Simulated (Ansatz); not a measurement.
# Zn (element-swapped structure): how the settings move a single-point run

How sensitive is a single-point run of Zn (element-swapped structure) to its settings? A reference run comes first, then four runs with altered input.

Program: Ansatz 0.2.0. Level of theory: reference: DFT PBE, plane waves, PAW, scalar-relativistic, no spin polarisation. These are calculated values, not measurements.

## (1) Starting point

Symmetry: P6_3/mmc, No. 194, hexagonal system. Conventional cell: a = 2.964 Å, b = 2.964 Å, c = 4.653 Å, α = 90.00°, β = 90.00°, γ = 120.00°. Zn (site symmetry -6m2) is surrounded by 12 Zn at 2.89 to 2.96 Å.

Structure file:

```cif
data_structure
_symmetry_space_group_name_H-M 'P6_3/mmc'
_symmetry_Int_Tables_number 194
_cell_length_a 2.9637
_cell_length_b 2.9637
_cell_length_c 4.6531
_cell_angle_alpha 90.000
_cell_angle_beta 90.000
_cell_angle_gamma 120.000
_cell_volume 35.40
loop_
_atom_site_label
_atom_site_type_symbol
_atom_site_symmetry_multiplicity
_atom_site_Wyckoff_symbol
_atom_site_fract_x
_atom_site_fract_y
_atom_site_fract_z
_atom_site_occupancy
Zn1 Zn 2 d 0.33333 0.66667 0.75000 1
```

## (2) Reference

Input file input.yaml:

```yaml
crystal:
  lattice:
    - [1.481869, 2.566671, 0.0]
    - [-1.481869, 2.566671, 0.0]
    - [0.0, 0.0, 4.653137]
  atoms:
    - { symbol: Zn, position: [0.33333, 0.33334, 0.25] }
    - { symbol: Zn, position: [0.66666, 0.66667, 0.75] }
  symmetry: { tolerance: 0.0003 }
kpoints:
  mp_grid: { grid: [7, 7, 4], shift: [0, 0, 0] }
magnetization:
  spin_polarized: false
scf:
  occupations: { method: fermi_dirac }
hamiltonian:
  pseudopotentials: { kind: paw }
  xc: pbe
basis:
  ecutwfc: 420
output:
  forces: true
  stress: true
  eigenvalues: true
  write_density: true
  write_potential: true
  elf: true
  volumetric_format: npy
```

On the command line:

```sh
> ansatz run input.yaml --threads 1 --pin off --max-ram 2560MiB --backend cpu --events-out ev --progress --plain --runs-dir out
```

## (3) Changing settings: symmetry.detect false, eigensolver.kind davidson, xc lda, tolerance left out

Changes to input.yaml since step 2:

```diff
@@ -8,3 +8,3 @@
     - { symbol: Zn, position: [0.66666, 0.66667, 0.75] }
-  symmetry: { tolerance: 0.0003 }
+  symmetry: { detect: false }
 kpoints:
@@ -15,5 +15,6 @@
   occupations: { method: fermi_dirac }
+  eigensolver: { kind: davidson }
 hamiltonian:
   pseudopotentials: { kind: paw }
-  xc: pbe
+  xc: lda
 basis:
@@ -24,5 +25 @@
   eigenvalues: true
-  write_density: true
-  write_potential: true
-  elf: true
-  volumetric_format: npy
```

## (4) Changed: starting moments, spin_polarized true, pseudopotentials.kind nc, pseudopotentials.accuracy standard, ecutwfc 800 eV

Input file input.yaml:

```yaml
crystal:
  lattice:
    - [1.481869, 2.566671, 0.0]
    - [-1.481869, 2.566671, 0.0]
    - [0.0, 0.0, 4.653137]
  atoms:
    - { symbol: Zn, position: [0.33333, 0.33334, 0.25], spin: 3.0 }
    - { symbol: Zn, position: [0.66666, 0.66667, 0.75], spin: 1.0 }
  symmetry: { tolerance: 0.0003 }
kpoints:
  mp_grid: { grid: [7, 7, 4], shift: [0, 0, 0] }
magnetization:
  spin_polarized: true
scf:
  occupations: { method: fermi_dirac }
hamiltonian:
  pseudopotentials: { kind: nc, accuracy: standard }
  xc: pbe
basis:
  ecutwfc: "800 eV"
output:
  forces: true
  stress: true
  eigenvalues: true
```

## (5) Changing settings: occupations.method tetrahedron, accuracy medium

Changes to input.yaml since step 2:

```diff
@@ -14,3 +14,3 @@
 scf:
-  occupations: { method: fermi_dirac }
+  occupations: { method: tetrahedron }
 hamiltonian:
@@ -28 +28,2 @@
   volumetric_format: npy
+accuracy: medium
```

## (6) Variant: mixing.algorithm anderson, mixing.beta 0.1, spin_polarized left out

Changes to input.yaml since step 2:

```diff
@@ -11,6 +11,5 @@
   mp_grid: { grid: [7, 7, 4], shift: [0, 0, 0] }
-magnetization:
-  spin_polarized: false
 scf:
   occupations: { method: fermi_dirac }
+  mixing: { algorithm: anderson, beta: 0.1 }
 hamiltonian:
@@ -24,5 +23 @@
   eigenvalues: true
-  write_density: true
-  write_potential: true
-  elf: true
-  volumetric_format: npy
```

**Question.** What will these runs give? Wanted: for each run, ending; energy change; pressure; gap; force.

The runs gave:

| run | ending | energy change | pressure (GPa) | gap (eV) | force (eV/Å) | cycles | time |
| --- | --- | --- | --- | --- | --- | --- | --- |
| reference | converged | 0 | -6.9 | 0.00 | 0.00 | 6 | 1.3 s |
| 1: symmetry.detect false, eigensolver.kind davidson, xc lda, tolerance left out | converged | not comparable | -13.1 | 0.00 | 0.00 | 6 | 8.7 s |
| 2: starting moments, spin_polarized true, pseudopotentials.kind nc, pseudopotentials.accuracy standard, ecutwfc 800 eV | converged | not comparable | -6.9 | 0.00 | 0.00 | 14 | 15 s |
| 3: occupations.method tetrahedron, accuracy medium | converged | +9.7 meV/atom (σ→0) | -8.6 | 0.00 | 0.00 | 6 | 1.1 s |
| 4: mixing.algorithm anderson, mixing.beta 0.1, spin_polarized left out | converged | 0.0 meV/atom | -6.9 | 0.00 | 0.00 | 10 | 1.1 s |

Times don't compare one to one where runs were asked for different outputs or read a saved state (see the inputs); cycles may leave out searches for a lower state.

Residual by cycle in the longest SCF loop of each run; runs are numbered as in the table. The quantity is the density residual dr2, in eV.

| cycle | reference | run 1 | run 2 | run 3 | run 4 |
| --- | --- | --- | --- | --- | --- |
| 1 | 0.00219 | 0.00322 | 0.859 | 0.00138 | 0.00219 |
| 2 | 3.0e-4 | 0.00121 | 0.299 | 6.6e-4 | 6.9e-4 |
| 3 | 5.9e-5 | 5.5e-4 | 0.0389 | 1.4e-4 | 3.7e-4 |
| 5 | 5.2e-7 | 1.5e-7 | 4.8e-4 | 4.2e-6 | 1.0e-6 |
| 6 | 5.9e-8 | 3.1e-8 | 7.7e-5 | 5.5e-8 | 2.0e-6 |
| 7 | - | - | 2.6e-5 | - | 6.1e-7 |
| 8 | - | - | 1.8e-5 | - | 6.8e-7 |
| 9 | - | - | 1.9e-6 | - | 1.5e-7 |
| 10 | - | - | 6.3e-7 | - | 1.3e-8 |
| 12 | - | - | 4.1e-8 | - | - |
| 13 | - | - | 5.1e-10 | - | - |
| 14 | - | - | 2.3e-11 | - | - |

**Reading.** Run 2 ran under the cutoff that the potentials recommend, as the log warns, so basis error is mixed into its values.

Caveats on the reference run: its mesh is coarse for a cell with so small a gap or none; the structure is made up and not relaxed.
